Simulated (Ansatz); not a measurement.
# CH₇FGeO₂Si: up Jacob's ladder to CCSD(T)

An exercise on one series of results from a longer session: the logs are not shown, and one member is left open.

The runs use Ansatz 0.2.0, Gaussian basis; functionals in def2-TZVPP, the program's frozen cores in correlated methods.

Levels to be run: LDA (SPW92), PBE-D4, revPBE-D4, BLYP-D4, r2SCAN-D4, B97M-V, PBE0-D4, B3LYP-D4, r2SCANh-D4, r2SCAN0-D4, HSE06-D4, BHLYP-D4, CAM-B3LYP-D4, LC-ωPBE, ωB97X-V, ωB97M-V, B2PLYP, PBE-QIDH; CCSD(T)/def2-SVP; CCSD(T)/def2-TZVPP; MP2/def2-QZVPP; extrapolation to the limit; RPA on PBE.

## The geometry

The geometry comes from an earlier relaxation with PBE0-D4 in a triple-zeta def2 set; it is a stationary point, not always the lowest conformer.

SMILES `CO[SiH](F)[O][GeH3]`, 13 atoms, charge 0, spin multiplicity 1.

Atoms are counted from 1 here; the program's logs count them from 0.

Bond lengths: C1–O2 1.411 Å, C1–H7 1.094 Å, C1–H8 1.095 Å, C1–H9 1.091 Å, O2–Si3 1.627 Å, Si3–F4 1.595 Å, Si3–O5 1.605 Å, Si3–H10 1.473 Å, O5–Ge6 1.786 Å, Ge6–H11 1.535 Å, Ge6–H12 1.534 Å, Ge6–H13 1.533 Å. Angles: O2–C1–H7 111.2°, O2–C1–H8 111.3°, O2–C1–H9 108.1°, H7–C1–H8 108.8°, H7–C1–H9 108.8°, H8–C1–H9 108.5°, C1–O2–Si3 125.4°, O2–Si3–F4 108.4°, O2–Si3–O5 108.0°, O2–Si3–H10 112.7°, F4–Si3–O5 110.7°, F4–Si3–H10 106.2°, O5–Si3–H10 110.8°, Si3–O5–Ge6 133.3°, O5–Ge6–H11 108.7°, O5–Ge6–H12 107.9°, O5–Ge6–H13 104.8°, H11–Ge6–H12 111.6° and more.

Set-up of the first run:

in.yaml

```yaml
crystal:
  periodic: [false, false, false]
  atoms:
    - {symbol: C, position_ang: [0.420661, -2.211244, 0.581115]}
    - {symbol: O, position_ang: [0.407189, -0.833470, 0.275518]}
    - {symbol: Si, position_ang: [-0.107867, -0.182786, -1.123878]}
    - {symbol: F, position_ang: [-1.574794, -0.732856, -1.424255]}
    - {symbol: O, position_ang: [-0.123252, 1.413036, -0.953189]}
    - {symbol: Ge, position_ang: [-0.233023, 2.491336, 0.466486]}
    - {symbol: H, position_ang: [-0.587255, -2.634754, 0.543313]}
    - {symbol: H, position_ang: [1.063405, -2.766526, -0.110383]}
    - {symbol: H, position_ang: [0.814766, -2.331380, 1.591139]}
    - {symbol: H, position_ang: [0.723302, -0.578452, -2.274137]}
    - {symbol: H, position_ang: [-1.344223, 1.975459, 1.391290]}
    - {symbol: H, position_ang: [1.132095, 2.488200, 1.166427]}
    - {symbol: H, position_ang: [-0.570606, 3.868633, -0.114645]}
basis:
  gaussian: {orbitals: def2-TZVPP}
hamiltonian: {xc: lda}
output: {orbitals: {seedname: orbitals}}
```

Among the steps run: LDA; PBE-D4 (GGA); revPBE-D4 (GGA); BLYP-D4 (GGA); r2SCAN-D4 (meta-GGA); B97M-V (meta-GGA); PBE0-D4 (hybrid); B3LYP-D4 (hybrid); r2SCANh-D4 (hybrid); r2SCAN0-D4 (hybrid); HSE06-D4 (hybrid); BHLYP-D4 (hybrid); CAM-B3LYP-D4 (range-separated); LC-ωPBE (range-separated); ωB97X-V (range-separated); ωB97M-V (range-separated); B2PLYP (double hybrid); PBE-QIDH (double hybrid).

One of the session's tables, all rows but one given; the rest of the session is left out.

It belongs to the step «Orbital energies across the functionals». 

| functional | HOMO (eV) | gap (eV) |
| --- | --- | --- |
| LDA (SPW92) | -7.16 | 6.10 |
| PBE-D4 | -7.02 | 6.25 |
| revPBE-D4 | -6.97 | 6.33 |
| BLYP-D4 | -6.94 | 6.28 |
| r2SCAN-D4 | -7.38 | 6.97 |
| B97M-V | -7.53 | 6.93 |
| PBE0-D4 | -8.63 | 8.76 |
| B3LYP-D4 | -8.39 | 8.28 |
| r2SCANh-D4 | -7.98 | 7.87 |
| r2SCAN0-D4 | -8.88 | 9.23 |
| HSE06-D4 | -8.22 | 7.98 |
| BHLYP-D4 | ? | ? |
| CAM-B3LYP-D4 | -10.11 | 11.25 |
| LC-ωPBE | -11.46 | 13.86 |
| ωB97X-V | -11.13 | 13.34 |
| ωB97M-V | -11.05 | 12.99 |

Estimate the missing values for BHLYP-D4.

Worked estimate for «HOMO (eV)». Against the share of exact exchange, BLYP-D4 (0, -6.94), B3LYP-D4 (0.2, -8.39) give a slope of -7.25 per unit share; at 0.5 the line stands at -10.56.

**Answer.** HOMO (eV): -10.19; gap (eV): 11.22. In «HOMO (eV)» the line misses by -0.37.
